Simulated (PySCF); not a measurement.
# C₄H₆F₄O: electronic excitations

What electronic excitations should C₄H₆F₄O (`COC[C@H](F)C(F)(F)F`) show?

Programs: PySCF 2.14.0, with density-fitted response routines of our own. Each step states its level of theory. These are calculated values for one molecule in the gas phase, unless marked as measured. Atoms are numbered from 0 throughout.

## Step 1: Starting geometry

15 atoms, charge 0, multiplicity 1; geometry from: GFN2-xTB.

Bonds of the start (Å): C0–O1 1.41, O1–C2 1.40, C2–C3 1.53, C3–F4 1.37, C3–C5 1.53, C5–F6 1.34, C5–F7 1.33, C5–F8 1.34, C0–H9 1.10, C0–H10 1.09, C0–H11 1.10, C2–H12 1.10, C2–H13 1.10, C3–H14 1.10.

## Step 2: Ultraviolet spectrum: B3LYP/def2-SVPD

What the job is given:

```
{"job": {"kind": "uv", "xc": "B3LYP", "basis": "def2-SVPD", "nstates": 8, "ntriplets": 3}, "charge": 0, "multiplicity": 1}
C     -2.534177    -0.058522    -0.454359
O     -1.245416    -0.623008    -0.523424
C     -0.280274     0.127322     0.161460
C      1.048084    -0.624672     0.087692
F      1.132404    -1.557804     1.084436
C      2.235721     0.333326     0.241881
F      2.299287     1.172811    -0.802596
F      3.401824    -0.306857     0.300495
F      2.141427     1.092439     1.338028
H     -2.881417     0.010272     0.582597
H     -3.187482    -0.723261    -1.014381
H     -2.552980     0.941602    -0.902946
H     -0.163065     1.121271    -0.299267
H     -0.554380     0.259296     1.219164
H      1.136033    -1.156226    -0.868036
```

Level: TDDFT B3LYP/def2-SVPD, vertical, gas phase, core orbitals frozen in the response.

What will the session give for the following? lowest singlet (B3LYP/def2-SVPD); brightest single state of those computed; lowest triplet. Wanted: lowest singlet; brightest single state of those computed; lowest triplet.

**Answer**, as computed:

```
                                quantity                        value
        lowest singlet (B3LYP/def2-SVPD)  7.12 eV (174 nm), f = 0.026
brightest single state of those computed  state 8, 8.88 eV, f = 0.037
                          lowest triplet                      6.95 eV
```

**Reading.** The lowest singlet, at 7.12 eV, is HOMO→LUMO 0.97 and is weak; of the 8 states computed, the strongest absorption comes from state 8 at 8.88 eV (the last computed, so partners may be missing). The lowest triplet lies 0.16 eV below the lowest singlet (triplets in Tamm-Dancoff, singlets in full TDDFT). States above −ε(HOMO) lie where TDDFT describes them poorly and they hang on the basis; the brightest is among them.
